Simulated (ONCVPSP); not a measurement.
# Ge: generating and testing an ONCV potential

Aim: build the potential from the settings below, then test how well it stands in for the atom: other configurations, scattering, ghost states and the plane-wave cutoff that it needs.

Method: ONCVPSP 4.0.1.1 (patched build), LDA (Perdew-Wang 92), scalar-relativistic.

## 1. Starting point

The settings as typed:

```json
{
  "element": "germanium (Ge, Z = 32)",
  "type": "optimised norm-conserving Vanderbilt (ONCV)",
  "frozen core": "[Ne]",
  "valence charge": "22",
  "reference configuration": "3s2 3p6 3d10 4s2 4p2",
  "partial waves": "3s+4s: rc 0.80 bohr, ncon 4, nbas 8, qcut 19.4 1/bohr, 3 projectors, debl 3 Ha; 3p+4p: rc 1.30 bohr, ncon 5, nbas 8, qcut 11.9 1/bohr, 2 projectors; 3d: rc 1.05 bohr, ncon 4, nbas 9, qcut 14.5 1/bohr, 3 projectors, debl 2.6 Ha; f scattering state at 0.24 Ha: rc 1.15 bohr, ncon 5, nbas 9, qcut 9.3 1/bohr, 2 projectors, debl 3.9 Ha",
  "local potential": "polynomial inside 0.75 bohr (lpopt 5, dvloc0 2 Ha)",
  "core correction": "Teter function fitted to the true core (icmod 2), fcfact 0.7"
}
```

An earlier all-electron run gives the scale for the radii.

All-electron outer shells of the reference configuration (LDA (PZ), scalar-relativistic, ld1.x):

```tsv
shell	level (eV)	outermost node (bohr)	outermost maximum (bohr)
2s	-1369.45	0.06	0.18
2p	-1198.06	–	0.14
3s	-167.73	0.26	0.54
3p	-115.38	0.23	0.54
3d	-29.55	–	0.50
4s	-11.95	0.77	1.73
4p	-4.05	0.82	2.19
```

## 2. Generation

Ge.dat reads:

```
# ATOM AND REFERENCE CONFIGURATION
# atsym  z   nc   nv     iexc    psfile
  Ge 32.00    3    5  -001012      upf
#
#   n    l    f
    1    0    2.00
    2    0    2.00
    2    1    6.00
    3    0    2.00
    3    1    6.00
    3    2   10.00
    4    0    2.00
    4    1    2.00
#
# PSEUDOPOTENTIAL AND OPTIMIZATION
# lmax
    3
#
#   l,   rc,      ep,       ncon, nbas, qcut
    0    0.80    0.00    4    8   19.40
    1    1.30    0.00    5    8   11.90
    2    1.05    0.00    4    9   14.50
    3    1.15    0.24    5    9    9.30
#
# LOCAL POTENTIAL
# lloc, lpopt,  rc(5),   dvloc0
    4    5    0.75    2.00
#
# VANDERBILT-KLEINMAN-BYLANDER PROJECTORs
# l, nproj, debl
    0    3    3.00
    1    2    2.50
    2    3    2.60
    3    2    3.90
#
# MODEL CORE CHARGE
# icmod, fcfact, rcfact
    2    0.70    0.95
#
# LOG DERIVATIVE ANALYSIS
# epsh1, epsh2, depsh
   -8.00    5.00    0.04
#
# OUTPUT GRID
# rlmax, drl
    6.00    0.01
#
# TEST CONFIGURATIONS
# ncnf
    4
# nvcnf
#   n    l    f
    5
    3    0    2.00
    3    1    6.00
    3    2   10.00
    4    0    2.00
    4    1    1.00
#
    5
    3    0    2.00
    3    1    6.00
    3    2   10.00
    4    0    2.00
    4    1    0.00
#
    5
    3    0    2.00
    3    1    6.00
    3    2   10.00
    4    0    1.00
    4    1    0.00
#
    5
    3    0    1.00
    3    1    6.00
    3    2   10.00
    4    0    2.00
    4    1    2.00
#
```

Started as:

```console
oncvpsp.x < Ge.dat > Ge.out
```

**Question.** What will these runs give? Wanted: cutoffs for 1 and 0.1 mHa per electron, occupied waves; bound ghosts; GHOST(+) flags; largest test error; largest phase difference near zero energy, channels read; rms error of d²Exc/dn², without and with the model core.

**Answer**, as computed:

| quantity | value |
| --- | --- |
| cutoffs for 1 and 0.1 mHa per electron, occupied waves | 111 Ha and 131 Ha |
| bound ghosts | none found |
| GHOST(+) flags | none at low energy |
| largest test error (AE − PS) | -108 meV, for 3s1 3p6 3d10 4s2 4p2 |
| largest phase difference near zero energy, channels read | 0.000 rad |
| rms error of d²Exc/dn², without and with the model core | 2.15 and 1.21 mHa |

**Reading.** The worst unpolarised test, 3s1 3p6 3d10 4s2 4p2, is off by 108 meV on 178.1 eV; by total energies transferability rates as fair for so large an energy. That test lies far up in energy; among those under 40 eV, nearer to bonding, the largest error is 2.5 meV. It counts as very hard, with 111 Ha needed at the looser tolerance. At the looser tolerance the 3s wave is the slowest; 4s needs 93 Ha. The program's ghost test flags no bound state. Near zero energy the phases of the channels with partial waves agree within 0.001 rad.
